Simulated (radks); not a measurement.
# Pd in [Kr] 4d9.75 5s0.25: an all-electron calculation

An exercise on one series of results from a longer session: the logs are not shown, and one member is left open.

The numbers are computed with radks (a radial shooting solver on a logarithmic mesh, Libxc functionals) version 1 (scalar-relativistic Kohn-Sham, PBE, spin-unpolarised, spherical densities, point nucleus), except any that are marked as measured or tabulated.

**Starting point**

```
element       : palladium (Z = 46)
charge        : 0
electrons     : 46
configuration : [Kr] 4d9.75 5s0.25
```

The first run:

The run's settings:

```text
Z 46
configuration [Kr] 4d9.75 5s0.25
relativity scalar-relativistic
functional pbe,pbe
spin unpolarised
nucleus point
c 137.035999084
```

Launch:

```sh
> python run_ks.py task.json out
```

The same process makes all the runs of this session.

One table of the session follows, with a row left open; its other results are not shown here.

It belongs to the step «Radial structure». From the orbitals of this run (lengths in bohr):

```
level      <r>  outermost maximum (interpolated)  90 % within  nodes
   1s  0.03185                            0.0207       0.0571      0
   2s   0.1383                             0.117        0.214      1
   2p   0.1206                            0.0934        0.196      0
   3s   0.3793                             0.342        0.559      2
   3p   0.3787                             0.335        0.570      1
   3d   0.3576                             0.282        0.567      0
   4s   0.9464                             0.851         1.38      3
   4p    1.043                             0.910         1.55      2
   4d        ?                                 ?            ?      ?
   5s    3.401                              2.65         5.27      4
```

**Question.** Estimate the row for 4d.

As computed: <r>: 1.565; outermost maximum (interpolated): 1.10; 90 % within: 2.60; nodes: 1. In the column «<r>» it lies between 4p (1.043) and 5s (3.401).
